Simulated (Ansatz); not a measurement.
# C2H3N3Si: the cost of one run

Program: Ansatz 0.2.0 through its Python package. Level of theory: B2GP-PLYP/6-31G*. These are calculated values, not measurements.

## Step 1: Starting point

Bond lengths: N1–C2 1.157 Å, C2–Si3 1.816 Å, Si3–N4 1.790 Å, Si3–C5 1.816 Å, C5–N6 1.157 Å, Si3–H7 1.470 Å, N4–H8 1.044 Å, N4–H9 1.045 Å. Angles: N1–C2–Si3 180.0°, C2–Si3–N4 109.5°, C2–Si3–C5 109.4°, C2–Si3–H7 109.4°, N4–Si3–C5 109.7°, N4–Si3–H7 109.4°, C5–Si3–H7 109.4°, Si3–N4–H8 106.8°, Si3–N4–H9 106.9°, H8–N4–H9 106.8°, Si3–C5–N6 180.0°.

The script holds or builds the structure itself.

## Step 2: Script

The input, run_energy.py:

```python
# -*- coding: utf-8 -*-
"""Electronic structure of the C2H3N3Si(+) molecule."""

from pathlib import Path

import ansatz as az

geometry_ang = [
    ("N", [2.9882, -0.0262, -0.1577]),
    ("C", [1.8584, -0.0051, 0.0911]),
    ("Si", [0.0852, 0.028, 0.481]),
    ("N", [-0.7107, -1.4058, -0.2355]),
    ("C", [-0.6542, 1.5413, -0.1992]),
    ("N", [-1.1252, 2.5052, -0.6327]),
    ("H", [-0.0944, 0.0093, 1.9401]),
    ("H", [-1.7286, -1.3286, -0.0148]),
    ("H", [-0.6188, -1.3182, -1.2723]),
]
system = az.Crystal.molecule()
for symbol, xyz in geometry_ang:
    system = system.atom(symbol, xyz)

setup = (
    system.calculation()
    .basis(gaussian="6-31G*")
    .functional(az.LibraryFunctional("B2GP-PLYP"))
    .charge(1)  # electrons removed from the neutral system
    .spin("collinear", total=1)  # spin-polarised run
    .orbitals()
)
res = setup.run(runs_dir="out")
data = res.report

print(f"E = {data['free_energy_ev']:.6f} eV = {data['free_energy_ev'] / 27.211386246:.7f} Ha")
print("converged:", data["converged"], " doubts:", data["published_state_doubts"] or "none")

lines = Path(data["orbitals_path"]).read_text().splitlines()
field_of = lambda key: [line.split("=")[1].strip() for line in lines if line.startswith(key)]
orbitals = [(27.211386 * float(e), s, float(n)) for e, s, n in zip(field_of("Ene="), field_of("Spin="), field_of("Occup="))]
homo = max(e for e, _, n in orbitals if n > 0.5)
lumo = min(e for e, _, n in orbitals if n < 0.5)
for e, spin, n in sorted(orbitals):
    if homo - 10 < e < lumo + 5:
        print(f"{spin:6s} {e:10.3f} eV  occupation {n:.0f}")
```

## Step 3: What the engine is handed

The package turns the script's settings into the engine's input:

```yaml
crystal:
  periodic: [false, false, false]
  atoms:
    - { symbol: "N", position_ang: [2.9882, -0.0262, -0.1577] }
    - { symbol: C, position_ang: [1.8584, -0.0051, 0.0911] }
    - { symbol: Si, position_ang: [0.0852, 0.028, 0.481] }
    - { symbol: "N", position_ang: [-0.7107, -1.4058, -0.2355] }
    - { symbol: C, position_ang: [-0.6542, 1.5413, -0.1992] }
    - { symbol: "N", position_ang: [-1.1252, 2.5052, -0.6327] }
    - { symbol: H, position_ang: [-0.0944, 0.0093, 1.9401] }
    - { symbol: H, position_ang: [-1.7286, -1.3286, -0.0148] }
    - { symbol: H, position_ang: [-0.6188, -1.3182, -1.2723] }
basis:
  gaussian:
    orbitals: "6-31G*"
hamiltonian:
  xc:
    name: B2GP-PLYP
magnetization:
  spin_polarized: true
  initial_magnetization: 1.0
total_charge: 1.0
output:
  orbitals: {}
```

## Step 4: The run

The run is started by

```sh
$ python run_energy.py
```

Q: Estimate wall time and peak memory on 1 thread of Arm Neoverse V1, shared host.

About 18 s, with a peak of 0.38 GiB.
